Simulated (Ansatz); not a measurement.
The system is Al3Pd.

```
CELL_PARAMETERS angstrom
3.94691 0.00000 0.00000
0.00000 3.94691 0.00000
0.00000 0.00000 3.94691
ATOMIC_POSITIONS crystal
Pd 0.00000 0.00000 0.00000
Al 0.50000 0.50000 0.00000
Al 0.50000 0.00000 0.50000
Al 0.00000 0.50000 0.50000
```

The cell comes from a database or a generator and needn't be the stable form of this composition.

Base run:

| Property | Result |
| --- | --- |
| Program | Ansatz 0.2.0 |
| Functional | PBEsol |
| Potentials or basis | all-electron LAPW, inner shells corrected to Dirac's equation |
| Cutoff | 189 eV |
| Density cutoff | 755 eV |
| Basis error allowed | 0.002 eV/atom |
| k mesh | 7 × 7 × 7 |
| Occupations | fermi-dirac, width 0.05 eV |
| Spin | no spin polarisation |

Its results: pressure -1.9 GPa.

Question: After a change of settings the same cell gave: pressure -4.8 GPa. Which change was it?
A. functional from PBEsol to LDA; potentials or basis from all-electron LAPW, inner shells corrected to Dirac's equation to all-electron LAPW, scalar-relativistic
B. potentials or basis from all-electron LAPW, inner shells corrected to Dirac's equation to all-electron LAPW, scalar-relativistic
C. potentials or basis from all-electron LAPW, inner shells corrected to Dirac's equation to all-electron PAW datasets made for the crystal
D. functional from PBEsol to PBE; potentials or basis from all-electron LAPW, inner shells corrected to Dirac's equation to all-electron LAPW, scalar-relativistic

Answer: A.

Not every run made on this cell is shown here.
